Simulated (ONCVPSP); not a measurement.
# An ONCV potential for F, from input to tests

Task: generate the file, and judge it by its errors in other configurations, its logarithmic derivatives, its ghosts and its cutoff.

Method: ONCVPSP 4.0.1.1 (patched build), PBEsol, scalar-relativistic.

## Step 1: The design

Typed settings, in words:

```
element                 : fluorine (F, Z = 9)
type                    : optimised norm-conserving Vanderbilt (ONCV)
frozen core             : [He]
valence charge          : 7
reference configuration : 2s2 2p5
partial waves           : 2s: rc 0.70 bohr, ncon 4, nbas 8, qcut 11 1/bohr, local; 2p: rc 1.50 bohr, ncon 4, nbas 8, qcut 10.7 1/bohr, 1 projector; d scattering state at 0.28 Ha: rc 1.20 bohr, ncon 5, nbas 8, qcut 7.2 1/bohr, 1 projector
local potential         : the s channel
core correction         : polynomial model core, fcfact 0.15
```

## Step 2: Generation

Input file F.dat:

```
# ATOM AND REFERENCE CONFIGURATION
# atsym  z   nc   nv     iexc    psfile
  F 9.00    1    2  -116133      upf
#
#   n    l    f
    1    0    2.00
    2    0    2.00
    2    1    5.00
#
# PSEUDOPOTENTIAL AND OPTIMIZATION
# lmax
    2
#
#   l,   rc,      ep,       ncon, nbas, qcut
    0    0.70    0.00    4    8   11.00
    1    1.50    0.00    4    8   10.70
    2    1.20    0.28    5    8    7.20
#
# LOCAL POTENTIAL
# lloc, lpopt,  rc(5),   dvloc0
    0    5    0.70    0.00
#
# VANDERBILT-KLEINMAN-BYLANDER PROJECTORs
# l, nproj, debl
    0    0    3.10
    1    1    3.80
    2    1    1.70
#
# MODEL CORE CHARGE
# icmod, fcfact, rcfact
    1    0.15    0.00
#
# LOG DERIVATIVE ANALYSIS
# epsh1, epsh2, depsh
   -3.00    5.00    0.02
#
# OUTPUT GRID
# rlmax, drl
    6.00    0.01
#
# TEST CONFIGURATIONS
# ncnf
    4
# nvcnf
#   n    l    f
    2
    2    0    2.00
    2    1    4.00
#
    2
    2    0    2.00
    2    1    3.00
#
    2
    2    0    2.00
    2    1    2.00
#
    2
    2    0    2.00
    2    1    1.00
#
```

Run with:

```bash
$ oncvpsp.x < F.dat > F.out
```

Before running it: what results should come out? Wanted: cutoffs for 1 and 0.1 mHa per electron, occupied waves; bound ghosts; GHOST(+) flags; largest test error; largest phase difference near zero energy, channels read; rms error of d²Exc/dn², without and with the model core.

The runs gave:

```
                                                quantity                   value
  cutoffs for 1 and 0.1 mHa per electron, occupied waves        55 Ha and 115 Ha
                                            bound ghosts              none found
                                          GHOST(+) flags      none at low energy
                            largest test error (AE − PS)  +2425 meV, for 2s2 2p1
largest phase difference near zero energy, channels read               0.005 rad
 rms error of d²Exc/dn², without and with the model core       1.78 and 1.47 mHa
```

**Reading.** The worst unpolarised test, 2s2 2p1, is off by 2425 meV on 203.7 eV; by total energies transferability rates as poor. That test lies far up in energy; among those under 40 eV, nearer to bonding, the largest error is 18 meV. The potential is hard: the looser tolerance needs 55 Ha. At the looser tolerance the 2s wave is the slowest; 2p needs 36 Ha. The program's ghost test flags no bound state. Near zero energy the phases of the channels with partial waves agree within 0.005 rad.
